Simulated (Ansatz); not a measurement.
**Cl₂GeH₃N: a ladder of functionals and wavefunction methods**

How much do the methods differ for Cl₂GeH₃N? The plan is to run it at one geometry with functionals of several rungs and with coupled cluster. The yardstick is the atomisation energy at the CCSD(T) limit.

Computed with Ansatz 0.2.0, Gaussian basis. Level: functionals in def2-TZVPP, the program's frozen cores in correlated methods.

The runs, in order: LDA (SPW92), PBE-D4, revPBE-D4, BLYP-D4, r2SCAN-D4, B97M-V, PBE0-D4, B3LYP-D4, r2SCANh-D4, r2SCAN0-D4, HSE06-D4, BHLYP-D4, CAM-B3LYP-D4, LC-ωPBE, ωB97X-V, ωB97M-V, B2PLYP, PBE-QIDH; CCSD(T)/def2-SVP; CCSD(T)/def2-TZVPP; MP2/def2-QZVPP; extrapolation to the limit; RPA on PBE.

### Step 1. Structure used throughout

An earlier PBE0-D4 in a triple-zeta def2 set relaxation fixed the geometry.

7 atoms, charge 0, spin multiplicity 1.

Atoms are counted from 1 here; the program's logs count them from 0.

Bond lengths: N1–Ge2 1.810 Å, N1–H5 1.010 Å, N1–H6 1.010 Å, Ge2–Cl3 2.138 Å, Ge2–Cl4 2.138 Å, Ge2–H7 1.533 Å. Angles: Ge2–N1–H5 115.5°, Ge2–N1–H6 115.5°, H5–N1–H6 110.8°, N1–Ge2–Cl3 106.0°, N1–Ge2–Cl4 106.0°, N1–Ge2–H7 120.0°, Cl3–Ge2–Cl4 110.6°, Cl3–Ge2–H7 107.0°, Cl4–Ge2–H7 107.0°.

Coordinates:

```
N    -0.7230    0.9194    0.1091
Ge    0.4003   -0.4881   -0.0686
Cl    0.1833   -1.6459    1.7157
Cl   -0.2939   -1.5871   -1.7661
H    -0.5928    1.4767    0.9411
H    -0.8144    1.5085   -0.7059
H     1.9018   -0.2514   -0.2708
```

### Step 2. LDA

This LDA is Slater exchange with PW92 correlation.

The input, in.yaml:

```yaml
crystal:
  periodic: [false, false, false]
  atoms:
    - {symbol: N, position_ang: [-0.722974, 0.919398, 0.109114]}
    - {symbol: Ge, position_ang: [0.400297, -0.488136, -0.068618]}
    - {symbol: Cl, position_ang: [0.183331, -1.645917, 1.715652]}
    - {symbol: Cl, position_ang: [-0.293912, -1.587094, -1.766116]}
    - {symbol: H, position_ang: [-0.592847, 1.476659, 0.941085]}
    - {symbol: H, position_ang: [-0.814428, 1.508494, -0.705913]}
    - {symbol: H, position_ang: [1.901833, -0.251404, -0.270804]}
basis:
  gaussian: {orbitals: def2-TZVPP}
hamiltonian: {xc: lda}
output: {orbitals: {seedname: orbitals}}
```

On the command line:

```
$ ansatz run in.yaml --threads 4 --pin off --events-out ev --progress --plain --max-ram 10444MiB
```

The runs that follow: PBE-D4 (GGA); revPBE-D4 (GGA); BLYP-D4 (GGA); r2SCAN-D4 (meta-GGA); B97M-V (meta-GGA); PBE0-D4 (hybrid); B3LYP-D4 (hybrid); r2SCANh-D4 (hybrid); r2SCAN0-D4 (hybrid); HSE06-D4 (hybrid); BHLYP-D4 (hybrid); CAM-B3LYP-D4 (range-separated); LC-ωPBE (range-separated); ωB97X-V (range-separated); ωB97M-V (range-separated); B2PLYP (double hybrid); PBE-QIDH (double hybrid); CCSD(T) in def2-SVP; CCSD(T) in def2-TZVPP; MP2 in def2-QZVPP; RPA on PBE orbitals.

Before running them: what should the planned runs give, taken together? Wanted: atomisation energy, CCSD(T)/CBS; farthest beyond LDA; mean size of error, GGA; mean size of error, meta-GGA; mean size of error, hybrid; mean size of error, range-separated; mean size of error, double hybrid; gap, smallest and largest; T1 diagnostic.

**Answer**, as computed:

| quantity | value |
| --- | --- |
| atomisation energy, CCSD(T)/CBS | 506.0 kcal/mol |
| functionals within 5.1 kcal/mol (1.0 %) | r2SCAN-D4, B97M-V, PBE0-D4, HSE06-D4, CAM-B3LYP-D4, ωB97X-V, ωB97M-V |
| farthest beyond LDA | BHLYP-D4 (-20.9 kcal/mol) |
| mean size of error, GGA | 7.5 kcal/mol |
| mean size of error, meta-GGA | 3.1 kcal/mol |
| mean size of error, hybrid | 8.5 kcal/mol |
| mean size of error, range-separated | 4.3 kcal/mol |
| mean size of error, double hybrid | 8.1 kcal/mol |
| gap, smallest and largest | 5.20 eV (LDA (SPW92)), 13.00 eV (LC-ωPBE) |
| T1 diagnostic | 0.0096 |
| triples share of the correlation energy | 3.9 % |

**Reading.** LDA overbinds by 75.9 kcal/mol (15 %). PBE-D4 is off by +5.3 kcal/mol. Double hybrids carry the basis error of their MP2 part in triple zeta, and no dispersion term here, so their miss is partly the set-up's. The rungs meta-GGA, range-separated miss on average by less than the doubt on the reference (5.1 kcal/mol), so they tie. Misses under about 5.1 kcal/mol are within the doubt on the reference itself, which lacks core-valence correlation, relativity and higher excitations, and its outer-core shells are covered unevenly. Hartree-Fock recovers 68 % of the binding; the rest is correlation. CCSD(T) in def2-SVP is off by -47.6 kcal/mol, worse than the median functional, from the basis alone. The gap grows from 5.2 to 13.0 eV across the functionals, mostly with the share of exact exchange. Correlated methods include outer-core shells of Ge, which these sets cover unevenly.
